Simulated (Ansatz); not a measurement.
# FH6NOSi2: up Jacob's ladder to CCSD(T)

One table from this session's results is given with a row withheld; the runs are named, their logs left out.

The runs use Ansatz 0.2.0, Gaussian basis; functionals in def2-TZVPP, the program's frozen cores in correlated methods.

Levels to be run: LDA (SPW92), PBE-D4, revPBE-D4, BLYP-D4, r2SCAN-D4, B97M-V, PBE0-D4, B3LYP-D4, r2SCANh-D4, r2SCAN0-D4, HSE06-D4, BHLYP-D4, CAM-B3LYP-D4, LC-ωPBE, ωB97X-V, ωB97M-V, B2PLYP, PBE-QIDH; CCSD(T)/def2-SVP; CCSD(T)/def2-TZVPP; MP2/def2-QZVPP; extrapolation to the limit; RPA on PBE.

## The geometry

All runs share one geometry, relaxed beforehand with PBE0-D4 in a triple-zeta def2 set.

SMILES `O[SiH2]N[SiH2]F`, 11 atoms, charge 0, spin multiplicity 1.

Atoms are counted from 1 here; the program's logs count them from 0.

Bond lengths: O1–Si2 1.643 Å, O1–H6 0.958 Å, Si2–N3 1.727 Å, Si2–H7 1.485 Å, Si2–H8 1.479 Å, N3–Si4 1.708 Å, N3–H9 1.012 Å, Si4–F5 1.600 Å, Si4–H10 1.480 Å, Si4–H11 1.479 Å. Angles: Si2–O1–H6 117.8°, O1–Si2–N3 113.2°, O1–Si2–H7 111.9°, O1–Si2–H8 103.5°, N3–Si2–H7 104.8°, N3–Si2–H8 111.3°, H7–Si2–H8 112.4°, Si2–N3–Si4 127.9°, Si2–N3–H9 116.0°, Si4–N3–H9 115.9°, N3–Si4–F5 112.5°, N3–Si4–H10 109.6°, N3–Si4–H11 108.7°, F5–Si4–H10 105.9°, F5–Si4–H11 106.7°, H10–Si4–H11 113.3°.

Set-up of the first run:

in.yaml reads:

```yaml
crystal:
  periodic: [false, false, false]
  atoms:
    - {symbol: O, position_ang: [-1.271084, 1.687775, 1.390554]}
    - {symbol: Si, position_ang: [-0.823785, 0.137135, 1.084843]}
    - {symbol: N, position_ang: [-0.371875, -0.128377, -0.560782]}
    - {symbol: Si, position_ang: [1.143116, -0.634227, -1.164655]}
    - {symbol: F, position_ang: [1.262260, -2.226941, -1.265714]}
    - {symbol: H, position_ang: [-0.624241, 2.377847, 1.235697]}
    - {symbol: H, position_ang: [0.369323, -0.262139, 1.873886]}
    - {symbol: H, position_ang: [-2.025551, -0.645669, 1.444582]}
    - {symbol: H, position_ang: [-1.115396, -0.051717, -1.242598]}
    - {symbol: H, position_ang: [1.322984, -0.124613, -2.542991]}
    - {symbol: H, position_ang: [2.199651, -0.186173, -0.232222]}
basis:
  gaussian: {orbitals: def2-TZVPP}
hamiltonian: {xc: lda}
output: {orbitals: {seedname: orbitals}}
```

On the command line:

```
ansatz run in.yaml --threads 4 --pin off --events-out ev --progress --plain --max-ram 10444MiB
```

Steps of the session up to this table: LDA; PBE-D4 (GGA); revPBE-D4 (GGA); BLYP-D4 (GGA); r2SCAN-D4 (meta-GGA); B97M-V (meta-GGA); PBE0-D4 (hybrid); B3LYP-D4 (hybrid); r2SCANh-D4 (hybrid); r2SCAN0-D4 (hybrid); HSE06-D4 (hybrid); BHLYP-D4 (hybrid); CAM-B3LYP-D4 (range-separated); LC-ωPBE (range-separated); ωB97X-V (range-separated); ωB97M-V (range-separated); B2PLYP (double hybrid); PBE-QIDH (double hybrid).

One of the session's tables, all rows but one given; the rest of the session is left out.

It belongs to the step «Orbital energies across the functionals». 

```
  functional  HOMO (eV)  LUMO (eV)  gap (eV)
 LDA (SPW92)      -7.18      -0.75      6.43
      PBE-D4      -7.01      -0.53      6.48
   revPBE-D4      -6.94      -0.43      6.51
     BLYP-D4      -6.86      -0.47      6.39
   r2SCAN-D4          ?          ?         ?
      B97M-V      -7.45      -0.37      7.08
     PBE0-D4      -8.42       0.31      8.74
    B3LYP-D4      -8.16       0.03      8.20
  r2SCANh-D4      -7.85       0.25      8.10
  r2SCAN0-D4      -8.65       0.63      9.28
    HSE06-D4      -8.02      -0.06      7.96
    BHLYP-D4      -9.74       1.03     10.77
CAM-B3LYP-D4      -9.84       1.17     11.00
     LC-ωPBE     -11.25       2.42     13.67
     ωB97X-V     -10.87       2.23     13.11
     ωB97M-V     -10.78       1.83     12.61
```

Estimate the missing values for r2SCAN-D4.

Worked estimate for «HOMO (eV)». Against the share of exact exchange, r2SCANh-D4 (0.1, -7.85), r2SCAN0-D4 (0.25, -8.65) give a slope of -5.33 per unit share; at 0 the line stands at -7.32.

**Answer.** HOMO (eV): -7.32; LUMO (eV): -0.02; gap (eV): 7.30. In «HOMO (eV)» the line misses by 0.00.
